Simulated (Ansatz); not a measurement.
# C₂H₃Cl₂F₃OSn: one species, many methods

One table from this session's results is given with a row withheld; the runs are named, their logs left out.

Program: Ansatz 0.2.0, Gaussian basis. Level of theory: functionals in def2-TZVPP, the program's frozen cores in correlated methods. These are calculated values, not measurements.

The runs, in order: LDA (SPW92), PBE-D4, revPBE-D4, BLYP-D4, r2SCAN-D4, B97M-V, PBE0-D4, B3LYP-D4, r2SCANh-D4, r2SCAN0-D4, HSE06-D4, BHLYP-D4, CAM-B3LYP-D4, LC-ωPBE, ωB97X-V, ωB97M-V, B2PLYP, PBE-QIDH; CCSD(T)/def2-SVP; MP2/def2-TZVPP; MP2/def2-QZVPP; RPA on PBE.

1 further run of the same task is left out (it didn't finish).

**The relaxed structure**

An earlier PBE0-D4 in a triple-zeta def2 set relaxation fixed the geometry. Sn takes the def2 core potential; no spin-orbit term is included.

SMILES `[CH3][Sn]([Cl])([Cl])[O]C(F)(F)F`, 12 atoms, charge 0, spin multiplicity 1.

Atoms are counted from 1 here; the program's logs count them from 0.

Bond lengths: C1–Sn2 2.109 Å, C1–H10 1.089 Å, C1–H11 1.089 Å, C1–H12 1.089 Å, Sn2–Cl3 2.298 Å, Sn2–Cl4 2.295 Å, Sn2–O5 1.995 Å, O5–C6 1.315 Å, C6–F7 1.351 Å, C6–F8 1.359 Å, C6–F9 1.326 Å. Angles: Sn2–C1–H10 108.1°, Sn2–C1–H11 108.7°, Sn2–C1–H12 108.1°, H10–C1–H11 110.7°, H10–C1–H12 110.5°, H11–C1–H12 110.7°, C1–Sn2–Cl3 115.0°, C1–Sn2–Cl4 115.2°, C1–Sn2–O5 112.0°, Cl3–Sn2–Cl4 107.6°, Cl3–Sn2–O5 104.5°, Cl4–Sn2–O5 101.1°, Sn2–O5–C6 121.0°, O5–C6–F7 112.6°, O5–C6–F8 112.3°, O5–C6–F9 111.3°, F7–C6–F8 105.4°, F7–C6–F9 107.4° and more.

The first run:

File in.yaml:

```yaml
crystal:
  periodic: [false, false, false]
  atoms:
    - {symbol: C, position_ang: [-1.090022, -1.394918, 0.494147]}
    - {symbol: Sn, position_ang: [-0.274124, 0.449971, 1.109117]}
    - {symbol: Cl, position_ang: [-1.761871, 2.199752, 1.169347]}
    - {symbol: Cl, position_ang: [0.829645, 0.408954, 3.121162]}
    - {symbol: O, position_ang: [1.177254, 1.069793, -0.111824]}
    - {symbol: C, position_ang: [1.212350, 0.688570, -1.369435]}
    - {symbol: F, position_ang: [1.625185, -0.589324, -1.513232]}
    - {symbol: F, position_ang: [-0.010627, 0.741323, -1.959409]}
    - {symbol: F, position_ang: [2.030290, 1.451793, -2.081598]}
    - {symbol: H, position_ang: [-0.272930, -2.105257, 0.378702]}
    - {symbol: H, position_ang: [-1.791271, -1.736422, 1.253521]}
    - {symbol: H, position_ang: [-1.596977, -1.239435, -0.456598]}
basis:
  gaussian: {orbitals: def2-TZVPP}
hamiltonian: {xc: lda}
output: {orbitals: {seedname: orbitals}}
```

Steps of the session up to this table: LDA; PBE-D4 (GGA); revPBE-D4 (GGA); BLYP-D4 (GGA); r2SCAN-D4 (meta-GGA); B97M-V (meta-GGA); PBE0-D4 (hybrid); B3LYP-D4 (hybrid); r2SCANh-D4 (hybrid); r2SCAN0-D4 (hybrid); HSE06-D4 (hybrid); BHLYP-D4 (hybrid); CAM-B3LYP-D4 (range-separated); LC-ωPBE (range-separated); ωB97X-V (range-separated); ωB97M-V (range-separated); B2PLYP (double hybrid); PBE-QIDH (double hybrid).

One table of the session follows, with a row left open; its other results are not shown here.

It belongs to the step «Frontier levels by functional». 

```
  functional  HOMO (eV)  LUMO (eV)  gap (eV)
 LDA (SPW92)      -8.22      -3.34      4.88
      PBE-D4      -8.05      -3.01      5.04
   revPBE-D4      -7.98      -2.89      5.09
     BLYP-D4      -7.89      -2.95      4.93
   r2SCAN-D4      -8.42      -2.79      5.63
      B97M-V      -8.50      -2.71      5.79
     PBE0-D4      -9.44      -2.06      7.37
    B3LYP-D4      -9.17      -2.38      6.79
  r2SCANh-D4      -8.92      -2.45      6.47
  r2SCAN0-D4      -9.67      -1.93      7.74
    HSE06-D4      -9.04      -2.44      6.60
    BHLYP-D4     -10.63      -1.06      9.58
CAM-B3LYP-D4     -10.77      -1.05      9.72
     LC-ωPBE     -12.15       0.23     12.39
     ωB97X-V     -11.78       0.11     11.89
     ωB97M-V          ?          ?         ?
```

Estimate the missing values for ωB97M-V.

**Answer.** HOMO (eV): -11.62; LUMO (eV): -0.02; gap (eV): 11.60. In the column «HOMO (eV)» it lies between ωB97X-V (-11.78) and CAM-B3LYP-D4 (-10.77).
